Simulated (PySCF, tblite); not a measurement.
# C₃H₈OS₂Si₂: geometry, infrared bands and NMR shifts

Wanted: the infrared bands and NMR shifts of C₃H₈OS₂Si₂ (`O[Si]1(C[SiH3])SC=CS1`), by calculation.

Programs: tblite 0.8.0 and PySCF 2.14.0, with density-fitted response routines of our own. Each step states its level of theory. These are calculated values for one molecule in the gas phase, unless marked as measured. Atoms are numbered from 0 throughout.

## Step 1: The starting structure

16 atoms, charge 0, multiplicity 1; geometry from: force field or distance geometry start.

Bonds of the start (Å): O0–Si1 1.69, Si1–C2 1.87, C2–Si3 1.84, Si1–S4 2.15, S4–C5 1.77, C5–C6 1.27, C6–S7 1.77, S7–Si1 2.16, O0–H8 1.00, C2–H9 1.10, C2–H10 1.13, Si3–H11 1.47, Si3–H12 1.44, Si3–H13 1.49, C5–H14 1.14, C6–H15 1.15.

## Step 2: Optimising the geometry with GFN2-xTB

The job: settings as JSON, then the geometry in Å.

```
{"job": {"kind": "relax", "xc": "GFN2-xTB", "basis": "xTB"}, "charge": 0, "multiplicity": 1}
O     -0.106300    -0.321800    -2.077500
Si    -0.083400     0.168500    -0.463300
C      1.585400     0.727200     0.157000
Si     2.620800    -0.602100     0.887600
S     -1.605500     1.630200    -0.028200
C     -2.909000     0.539300     0.452900
C     -2.655800    -0.651900     0.818800
S     -0.997400    -1.271800     0.862000
H     -0.836100     0.170600    -2.552600
H      2.130700     1.130900    -0.714500
H      1.483700     1.607600     0.856800
H      1.856800    -1.327000     1.920200
H      3.267200    -1.478400    -0.062100
H      3.723800     0.098100     1.610900
H     -3.977200     0.939400     0.438600
H     -3.505200    -1.349700     1.149600
```

Command:

```bash
$ OMP_NUM_THREADS=1 python probes_run.py task.json out
```

This one command runs all jobs of the session in turn.

**Question.** This job is followed by: GFN2-xTB harmonic vibrations, gas phase; GIAO PBE0/pcSseg-1 NMR shielding, non-relativistic, gas phase. Predict these results of the whole session: strongest single infrared mode (GFN2-xTB); zero-point energy (GFN2-xTB); 13C shifts against TMS (PBE0/pcSseg-1, means over atoms taken as alike); 1H shifts against TMS (PBE0/pcSseg-1, means over atoms taken as alike); 17O shifts against H2O (PBE0/pcSseg-1); 29Si shifts against TMS (PBE0/pcSseg-1); 33S shifts against CS2 (PBE0/pcSseg-1, means over atoms taken as alike).

The runs gave:

| quantity | value |
| --- | --- |
| strongest single infrared mode (GFN2-xTB) | 789 cm⁻¹, 595 km/mol |
| zero-point energy (GFN2-xTB) | 62.8 kcal/mol |
| 13C shifts against TMS (PBE0/pcSseg-1, means over atoms taken as alike) | 124.8, 2.6 ppm |
| 1H shifts against TMS (PBE0/pcSseg-1, means over atoms taken as alike) | 5.96, 4.10, 2.78, 0.39 ppm |
| 17O shifts against H2O (PBE0/pcSseg-1) | 93.0 ppm |
| 29Si shifts against TMS (PBE0/pcSseg-1) | 40.9, -78.0 ppm |
| 33S shifts against CS2 (PBE0/pcSseg-1, means over atoms taken as alike) | -10 ppm |

**Reading.** Relaxing lowered the energy by 0.823 eV in 151 steps; the close pair that moved most is C6–H15, from 1.148 to 1.076 Å. All 42 modes are real, so the xTB geometry is a minimum. The strongest single mode, at 789 cm⁻¹, moves mainly H13, H11 and H12. Unscaled tight-binding wavenumbers are off by several per cent, some by more. Its intensities can rank the bands wrongly. The most deshielded carbon is C5, C6 (mean) (alkene CH), at 124.8 ppm: as expected for a trigonal carbon in a double bond. H14, H15 (mean) (hydrogen on an alkene CH) lies farthest downfield among hydrogen, at 5.96 ppm; attached to an sp2 carbon and in the plane of the double bond. At PBE0/pcSseg-1: Shielding is most anisotropic at S4, S7 (span 301 ppm, paramagnetic term -546 ppm).
